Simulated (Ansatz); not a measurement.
# BrH₂NSi: vertical ionisation energy

An exercise on one series of results from a longer session: the logs are not shown, and one member is left open.

Computed with Ansatz 0.2.0, Gaussian basis. Level: unrestricted cation, the program's frozen cores in correlated methods.

Levels to be run: UKS PBE-D4/def2-TZVPP; UKS r2SCAN-D4/def2-TZVPP; UKS PBE0-D4/def2-TZVPP; UKS B3LYP-D4/def2-TZVPP; UKS wB97X-V/def2-TZVPP; UKS wB97M-V/def2-TZVPP; UKS B2PLYP/def2-TZVPP; UHF-CCSD(T)/def2-TZVPP; UHF-MP2/def2-QZVPP; extrapolation to the limit; then −ε(HOMO) from the neutral's earlier runs with LDA (SPW92), PBE-D4, revPBE-D4, BLYP-D4, r2SCAN-D4, B97M-V, PBE0-D4, B3LYP-D4, r2SCANh-D4, r2SCAN0-D4, HSE06-D4, BHLYP-D4, CAM-B3LYP-D4, LC-ωPBE, ωB97X-V, ωB97M-V.

**Structure used throughout**

The geometry comes from an earlier relaxation with PBE0-D4 in a triple-zeta def2 set; it is a stationary point.

5 atoms, charge 0, spin multiplicity 1.

Atoms are counted from 1 here; the program's logs count them from 0.

Bond lengths: N1–Si2 1.700 Å, N1–H4 1.009 Å, N1–H5 1.009 Å, Si2–Br3 2.280 Å. Angles: Si2–N1–H4 126.2°, Si2–N1–H5 120.8°, H4–N1–H5 113.0°, N1–Si2–Br3 98.2°.

The first run:

Contents of in.yaml:

```yaml
crystal:
  periodic: [false, false, false]
  atoms:
    - {symbol: N, position_ang: [-0.473475, 0.240735, -0.418136]}
    - {symbol: Si, position_ang: [-0.221807, -1.071876, 0.632688]}
    - {symbol: Br, position_ang: [1.905488, -0.565898, 1.279005]}
    - {symbol: H, position_ang: [0.188317, 0.974134, -0.625704]}
    - {symbol: H, position_ang: [-1.348623, 0.349305, -0.909253]}
basis:
  gaussian: {orbitals: def2-TZVPP}
total_charge: 1
magnetization: {spin_polarized: true, initial_magnetization: 1}
hamiltonian: {xc: pbe, dispersion: d4}
```

Launch:

```bash
$ ansatz run in.yaml --threads 4 --pin off --events-out ev --progress --plain --max-ram 10444MiB
```

Steps of the session up to this table: Cation, UKS PBE-D4/def2-TZVPP; Cation, UKS r2SCAN-D4/def2-TZVPP; Cation, UKS PBE0-D4/def2-TZVPP; Cation, UKS B3LYP-D4/def2-TZVPP; Cation, UKS wB97X-V/def2-TZVPP; Cation, UKS wB97M-V/def2-TZVPP; Cation, UKS B2PLYP (frozen core)/def2-TZVPP; Cation, UHF-CCSD(T)/def2-TZVPP; Cation, UHF-MP2/def2-QZVPP.

One of the session's tables, all rows but one given; the rest of the session is left out.

It belongs to the step «Ionisation energies side by side». For comparison, −ε(HOMO) of the neutral from earlier runs:

| functional | −ε(HOMO) (eV) |
| --- | --- |
| LDA (SPW92) | 6.12 |
| PBE-D4 | 6.00 |
| revPBE-D4 | 5.96 |
| BLYP-D4 | ? |
| r2SCAN-D4 | 6.22 |
| B97M-V | 6.29 |
| PBE0-D4 | 7.08 |
| B3LYP-D4 | 6.89 |
| r2SCANh-D4 | 6.62 |
| r2SCAN0-D4 | 7.22 |
| HSE06-D4 | 6.69 |
| BHLYP-D4 | 8.04 |
| CAM-B3LYP-D4 | 8.34 |
| LC-ωPBE | 9.61 |
| ωB97X-V | 9.29 |
| ωB97M-V | 9.14 |

**Question.** Estimate the row for BLYP-D4.

Worked estimate for «−ε(HOMO) (eV)». Against the share of exact exchange, B3LYP-D4 (0.2, 6.89), BHLYP-D4 (0.5, 8.04) give a slope of 3.83 per unit share; at 0 the line stands at 6.12.

As computed: −ε(HOMO) (eV): 5.87. In «−ε(HOMO) (eV)» the line misses by +0.25.
